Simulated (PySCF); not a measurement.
# CH₄FPSi: magnetic properties

Aim: compute the magnetic properties of CH₄FPSi (`[H]/P=C(/F)[SiH3]`).

Programs: PySCF 2.14.0, with routines of our own; each step states its level. All values are computed. Atoms count from 0.

## Step 1: The system as given

8 atoms, charge 0, multiplicity 1; geometry from: GFN2-xTB.

## Step 2: Magnetic properties: GIAO B3LYP/pcSseg-1

The job: settings as JSON, then the geometry in Å.

```
{"job": {"kind": "mag", "xc": "B3LYP", "basis": "pcSseg-1", "isotopologues": 4}, "charge": 0, "multiplicity": 1}
F      0.379927     2.049960    -0.034783
C      0.604044     0.707878    -0.019403
Si    -1.009464    -0.295988     0.000100
P      2.221303     0.245829    -0.003082
H     -1.612406    -0.149259     1.324824
H     -0.636095    -1.684087    -0.269797
H     -1.874566     0.259145    -1.037676
H      1.936315    -1.124066     0.015253
```

Method: GIAO B3LYP/pcSseg-1 magnetisability, rotational g tensor and spin-rotation constants, non-relativistic, gas phase.

Run with:

```
> OMP_NUM_THREADS=1 python excited_run.py task.json out
```

The driver reads the jobs from task.json and runs them one after another.

What it wrote:

```text
coarse grid: 7904 points
cycle   1  E = -771.1007443798  dE =  1.992e-01  |g| = 4.122e-01  |ddm| = 2.585e+00
cycle   2  E = -771.0587251759  dE =  4.202e-02  |g| = 6.772e-01  |ddm| = 6.302e-01
cycle   3  E = -771.1276539918  dE = -6.893e-02  |g| = 6.026e-02  |ddm| = 3.974e-01
cycle   4  E = -771.1282928671  dE = -6.389e-04  |g| = 1.847e-02  |ddm| = 6.967e-02
cycle   5  E = -771.1283513860  dE = -5.852e-05  |g| = 1.122e-02  |ddm| = 3.321e-02
cycle   6  E = -771.1283845261  dE = -3.314e-05  |g| = 4.449e-03  |ddm| = 1.451e-02
cycle   7  E = -771.1283900523  dE = -5.526e-06  |g| = 2.610e-04  |ddm| = 4.317e-03
final grid: 68152 points
cycle   8  E = -771.1555984451  dE = -8.005e-06  |g| = 4.047e-03  |ddm| = 9.097e-03
cycle   9  E = -771.1555932234  dE =  5.222e-06  |g| = 6.927e-03  |ddm| = 5.983e-03
cycle  10  E = -771.1556010734  dE = -7.850e-06  |g| = 5.692e-04  |ddm| = 3.659e-03
cycle  11  E = -771.1556011253  dE = -5.199e-08  |g| = 3.399e-04  |ddm| = 8.939e-04
cycle  12  E = -771.1556011589  dE = -3.359e-08  |g| = 3.882e-05  |ddm| = 3.496e-04
cycle  13  E = -771.1556011593  dE = -3.432e-10  |g| = 8.430e-06  |ddm| = 5.438e-05
converged SCF energy = -771.1556011593

Magnetisability tensor (1e-30 J/T^2)
     -773.07      -17.77       -1.94
      -17.77     -610.57       -4.89
       -1.94       -4.89     -794.78
isotropic -726.14   principal values    -795.19   -774.69   -608.53
isotropic susceptibility -43.729 1e-6 cm^3/mol

Inertial axes            a          b          c
rot. const./GHz      6.9216     2.8760     2.0808
chi total           -46.602    -36.716    -47.869
chi diamagnetic    -240.530   -474.635   -619.965
chi paramagnetic    193.928    437.918    572.096
quadrupole/D A        0.555     -0.424     -0.131
g nuclear            0.5522     0.5465     0.5373
g electronic        -0.6306    -0.5917    -0.5592
g total             -0.0785    -0.0452    -0.0220

Spin-rotation constants (kHz, H = +C I.J)
atom  isotope        aa         bb         cc
  0    19F       17.868      7.316      0.264
  3    31P       11.909     10.071      2.680
  4     1H       -0.483     -0.276      0.045
  5     1H       -0.648      0.121     -0.199
  6     1H       -0.372     -0.192     -0.054
  7     1H       -0.565      0.197     -0.246
  1    13C*       3.142      2.418      0.608
  2   29Si*      -3.730     -1.532     -1.255
* in the singly substituted isotopologue

Isotopologues: g along a, b, c
2H    at 4,5,6,7           -0.0694    -0.0413    -0.0204
13C   at 1                 -0.0784    -0.0452    -0.0219
30Si  at 2                 -0.0781    -0.0439    -0.0215
2H    at 4                 -0.0766    -0.0435    -0.0215
```

Wall time 7.5 s (1 thread of Arm Neoverse V2, shared host); peak memory 0.46 GiB.

Key values:

| quantity | value |
| --- | --- |
| magnetisability | -726·10⁻³⁰ J/T² |
| molar susceptibility | -43.7·10⁻⁶ cm³/mol |
| rotational g (a, b, c) | -0.0785, -0.0452, -0.0220 |

The fields below are evaluated on a grid from the run's orbitals.

Frontier orbitals at B3LYP/pcSseg-1, with the share of their density that lies nearest to each atom:

```
orbital  energy (eV)                    lies on
   HOMO        -7.28  P3 43 %; C1 33 %; F0 12 %
   LUMO        -2.18   P3 42 %; C1 36 %; H7 7 %
```

ELF in a plane through or near 6 of the atoms.

Ten even steps from ' ' (0.00) to '@' (1.00):
```
                                                        
                                                        
                                                        
                    ..::::::..                          
                ..--++####**++::                        
        ....      ==%%##**%%%%==                        
    ..--++**--..  ..==##**##**..                        
    ==##%%@@%%++::::::**##==::    ..::--::..            
  ::##@@@@@@++::--##%%++@@##@@++..::++**==::            
  ::##@@@@%%--**++==%%++--@@@@..++::..====::            
  ::**%%@@%%::**--::++====%%++==++%%..::--::            
    --++####++++##%%++    ::--..--::  ......            
        ..::%%@@@@@@@@::  --%%@@@@@@%%==..              
          ..%%@@@@@@@@--  ++@@@@@@@@@@**..              
            ##@@@@@@%%    ++@@@@@@@@@@##                
              ::==--..    ..##@@@@@@**::                
                            ..----::                    
                                                        
                                                        
                                                        
```
The map spans 9.7 Å across and 9.2 Å up, centred on the molecule. Atoms in the plane (x, y in Å): F0 (-0.6, 2.0), C1 (-0.7, 0.6), Si2 (1.0, -0.2), P3 (-2.2, 0.0), H5 (0.8, -1.6), H7 (-1.8, -1.3).

log10 of the density (e/Å³) in the same plane.

Ten even steps from '0' (-4.0) to '9' (2.1):
```
0000000000000000000000000000
0000000000000000000000000000
0000000001233221000000000000
0000000123444443200000000000
0000111234566654311100000000
0012223345689765422221100000
1123334445678764433322210000
1233445555666655444433221000
2234556666689665555544321000
2244567986666666776554321100
2234567876666667986544321000
1234556666555556775544321000
1123445676544456665443210000
0112334565543456655432110000
0011233444433445554322100000
0000112233222333433221000000
0000001111111222222110000000
0000000000000111111100000000
0000000000000000000000000000
0000000000000000000000000000
```
The map spans 9.7 Å across and 9.2 Å up, centred on the molecule. Atoms in the plane (x, y in Å): F0 (-0.6, 2.0), C1 (-0.7, 0.6), Si2 (1.0, -0.2), P3 (-2.2, 0.0), H5 (0.8, -1.6), H7 (-1.8, -1.3).

On the surface of density 0.002 e/bohr³ the electrostatic potential runs, from the 1st to the 99th percentile, from -0.73 V near F0 to 1.48 V near H5.

## Step 3: Magnetic properties: GIAO CAM-B3LYP/6-31G

The job, as its differences from that of step 2:

```diff
@@ -1,2 +1,2 @@
-{"job": {"kind": "mag", "xc": "B3LYP", "basis": "pcSseg-1", "isotopologues": 4}, "charge": 0, "multiplicity": 1}
+{"job": {"kind": "mag", "xc": "CAM-B3LYP", "basis": "6-31G"}, "charge": 0, "multiplicity": 1}
 F      0.379927     2.049960    -0.034783
```

With the program's defaults for keys left out, this is: GIAO CAM-B3LYP/6-31G magnetisability, rotational g tensor and spin-rotation constants, non-relativistic, gas phase.

What it wrote:

```text
coarse grid: 7904 points
cycle   1  E = -770.9356598055  dE =  3.244e-01  |g| = 5.012e-01  |ddm| = 2.624e+00
cycle   2  E = -770.8934820304  dE =  4.218e-02  |g| = 7.353e-01  |ddm| = 9.999e-01
cycle   3  E = -770.9967320140  dE = -1.032e-01  |g| = 2.943e-02  |ddm| = 4.945e-01
cycle   4  E = -770.9969119454  dE = -1.799e-04  |g| = 2.457e-02  |ddm| = 7.143e-02
cycle   5  E = -770.9970632237  dE = -1.513e-04  |g| = 6.820e-03  |ddm| = 2.916e-02
cycle   6  E = -770.9970790680  dE = -1.584e-05  |g| = 1.613e-03  |ddm| = 1.175e-02
cycle   7  E = -770.9970800097  dE = -9.417e-07  |g| = 2.972e-04  |ddm| = 2.963e-03
final grid: 68152 points
cycle   8  E = -770.9542333417  dE = -2.291e-06  |g| = 3.432e-03  |ddm| = 6.200e-03
cycle   9  E = -770.9542317109  dE =  1.631e-06  |g| = 4.728e-03  |ddm| = 4.974e-03
cycle  10  E = -770.9542354973  dE = -3.786e-06  |g| = 1.358e-04  |ddm| = 2.751e-03
cycle  11  E = -770.9542355007  dE = -3.374e-09  |g| = 1.204e-04  |ddm| = 2.924e-04
cycle  12  E = -770.9542355049  dE = -4.249e-09  |g| = 1.893e-05  |ddm| = 1.515e-04
cycle  13  E = -770.9542355052  dE = -2.043e-10  |g| = 6.154e-06  |ddm| = 4.606e-05
converged SCF energy = -770.9542355052

Magnetisability tensor (1e-30 J/T^2)
     -835.10      -27.77       -2.48
      -27.77     -639.18       -4.10
       -2.48       -4.10     -840.60
isotropic -771.63   principal values    -842.96   -836.67   -635.25
isotropic susceptibility -46.469 1e-6 cm^3/mol

Inertial axes            a          b          c
rot. const./GHz      6.9216     2.8760     2.0808
chi total           -50.490    -38.289    -50.627
chi diamagnetic    -240.206   -474.920   -620.787
chi paramagnetic    189.717    436.631    570.160
quadrupole/D A       -0.438     -0.382      0.821
g nuclear            0.5522     0.5465     0.5373
g electronic        -0.6169    -0.5899    -0.5574
g total             -0.0648    -0.0434    -0.0201

Spin-rotation constants (kHz, H = +C I.J)
atom  isotope        aa         bb         cc
  0    19F       18.239      6.872      0.361
  3    31P       10.484      9.563      2.292
  4     1H       -0.566     -0.299      0.022
  5     1H       -0.736      0.091     -0.215
  6     1H       -0.455     -0.218     -0.072
  7     1H       -0.657      0.190     -0.266
  1    13C*       2.907      2.337      0.519
  2   29Si*      -2.977     -1.248     -1.068
* in the singly substituted isotopologue
```

Run time: 3.9 s. Hardware: 1 thread of Arm Neoverse V2, shared host; peak memory 0.46 GiB.

From this job:

```
              quantity                      value
       magnetisability            -772·10⁻³⁰ J/T²
  molar susceptibility         -46.5·10⁻⁶ cm³/mol
rotational g (a, b, c)  -0.0648, -0.0434, -0.0201
```

## Step 4: Magnetic properties: GIAO OPBE/ANO-RCC-VDZP

The job, as its differences from that of step 3:

```diff
@@ -1,2 +1,2 @@
-{"job": {"kind": "mag", "xc": "CAM-B3LYP", "basis": "6-31G"}, "charge": 0, "multiplicity": 1}
+{"job": {"kind": "mag", "xc": "OPBE", "basis": "ANO-RCC-VDZP"}, "charge": 0, "multiplicity": 1}
 F      0.379927     2.049960    -0.034783
```

With the program's defaults for keys left out, this is: GIAO OPBE/ANO-RCC-VDZP magnetisability, rotational g tensor and spin-rotation constants, non-relativistic, gas phase.

What it wrote:

```text
coarse grid: 7904 points
cycle   1  E = -770.6968752991  dE =  2.290e-01  |g| = 3.840e-01  |ddm| = 3.681e+00
cycle   2  E = -770.5570213053  dE =  1.399e-01  |g| = 9.191e-01  |ddm| = 1.137e+00
cycle   3  E = -770.7176086102  dE = -1.606e-01  |g| = 1.672e-01  |ddm| = 1.039e+00
cycle   4  E = -770.7224826518  dE = -4.874e-03  |g| = 1.204e-01  |ddm| = 4.015e-01
cycle   5  E = -770.7272281329  dE = -4.745e-03  |g| = 2.328e-02  |ddm| = 1.736e-01
cycle   6  E = -770.7273779338  dE = -1.498e-04  |g| = 4.486e-03  |ddm| = 2.830e-02
cycle   7  E = -770.7273846200  dE = -6.686e-06  |g| = 1.376e-03  |ddm| = 8.643e-03
final grid: 68152 points
cycle   8  E = -770.7391508032  dE =  3.272e-05  |g| = 2.153e-02  |ddm| = 4.956e-02
cycle   9  E = -770.7379900340  dE =  1.161e-03  |g| = 6.484e-02  |ddm| = 1.121e-01
cycle  10  E = -770.7392539807  dE = -1.264e-03  |g| = 8.330e-03  |ddm| = 9.498e-02
cycle  11  E = -770.7392752621  dE = -2.128e-05  |g| = 1.166e-03  |ddm| = 9.532e-03
cycle  12  E = -770.7392756338  dE = -3.717e-07  |g| = 1.831e-04  |ddm| = 1.609e-03
cycle  13  E = -770.7392756454  dE = -1.157e-08  |g| = 6.039e-05  |ddm| = 4.066e-04
cycle  14  E = -770.7392756468  dE = -1.430e-09  |g| = 1.156e-05  |ddm| = 1.114e-04
cycle  15  E = -770.7392756468  dE = -4.161e-11  |g| = 3.012e-06  |ddm| = 1.884e-05
converged SCF energy = -770.7392756468

Magnetisability tensor (1e-30 J/T^2)
     -755.43      -15.59       -3.33
      -15.59     -598.47       -5.39
       -3.33       -5.39     -790.02
isotropic -714.64   principal values    -790.59   -756.52   -596.80
isotropic susceptibility -43.036 1e-6 cm^3/mol

Inertial axes            a          b          c
rot. const./GHz      6.9216     2.8760     2.0808
chi total           -45.503    -36.024    -47.583
chi diamagnetic    -238.759   -473.119   -617.879
chi paramagnetic    193.256    437.095    570.296
quadrupole/D A        0.589      0.044     -0.633
g nuclear            0.5522     0.5465     0.5373
g electronic        -0.6284    -0.5906    -0.5575
g total             -0.0763    -0.0441    -0.0202

Spin-rotation constants (kHz, H = +C I.J)
atom  isotope        aa         bb         cc
  0    19F       17.819      7.572      0.244
  3    31P       10.479      8.805      2.364
  4     1H       -0.480     -0.270      0.051
  5     1H       -0.651      0.133     -0.193
  6     1H       -0.365     -0.185     -0.050
  7     1H       -0.579      0.210     -0.241
  1    13C*       2.908      2.131      0.581
  2   29Si*      -3.201     -1.341     -1.110
* in the singly substituted isotopologue
```

Run time: 18 s. Hardware: 1 thread of Arm Neoverse V2, shared host; peak memory 0.46 GiB.

In short:

```csv
quantity,value
magnetisability,-715·10⁻³⁰ J/T²
molar susceptibility,-43.0·10⁻⁶ cm³/mol
"rotational g (a, b, c)","-0.0763, -0.0441, -0.0202"
```

## Step 5: Magnetic properties: GIAO HSE06/MINI

The job, as its differences from that of step 4:

```diff
@@ -1,2 +1,2 @@
-{"job": {"kind": "mag", "xc": "OPBE", "basis": "ANO-RCC-VDZP"}, "charge": 0, "multiplicity": 1}
+{"job": {"kind": "mag", "xc": "HSE06", "basis": "MINI", "scf": {"max_cycle": 1}}, "charge": 0, "multiplicity": 1}
 F      0.379927     2.049960    -0.034783
```

With the program's defaults for keys left out, this is: GIAO HSE06/MINI magnetisability, rotational g tensor and spin-rotation constants, non-relativistic, gas phase.

What it wrote:

```text
final grid: 68152 points
cycle   1  E = -766.3735100365  dE =  5.318e-03  |g| = 2.826e-01  |ddm| = 4.139e+00
SCF not converged, last energy = -766.3735100365
```

It took 0.58 s on 1 thread of Arm Neoverse V2, shared host; peak memory 0.46 GiB.

Why it failed: The cap of 1 cycle ended the SCF at a gradient of 2.8e-01. The remedy is to raise the cap. Numbers printed on the way are no properties of the molecule.

## Step 6: Magnetic properties side by side

```csv
level,ξ (10⁻³⁰ J/T²),g(a),g(b),gap (eV),functions,time
GIAO B3LYP/pcSseg-1,-726,-0.0785,-0.0452,5.10,102,7.5 s
GIAO CAM-B3LYP/6-31G,-772,-0.0648,-0.0434,7.95,52,3.9 s
GIAO OPBE/ANO-RCC-VDZP,-715,-0.0763,-0.0441,3.63,84,18 s
```

## Step 7: Outcome

| quantity | value |
| --- | --- |
| magnetisability (step 2, GIAO B3LYP/pcSseg-1) | -726·10⁻³⁰ J/T² |
| molar susceptibility (step 2, GIAO B3LYP/pcSseg-1) | -43.7·10⁻⁶ cm³/mol |
| rotational g (a, b, c) (step 2, GIAO B3LYP/pcSseg-1) | -0.0785, -0.0452, -0.0220 |
| surface potential, 1st and 99th percentile | -0.73 V and 1.48 V |
| magnetisability over the levels | -772 to -715·10⁻³⁰ J/T² |
| runs | 1 failed, 0 ended on unsound input |

**Reading.** By nearest atom (B3LYP/pcSseg-1), the HOMO sits on P3 43 %; C1 33 % and the LUMO on P3 42 %; C1 36 %. The magnetisability spreads by 7.7 % over 3 levels, from GIAO CAM-B3LYP/6-31G (3.9 s) to GIAO OPBE/ANO-RCC-VDZP (18 s); the runs took 3.9 s to 18 s. Vibrational averaging and real surroundings are missing from these values.
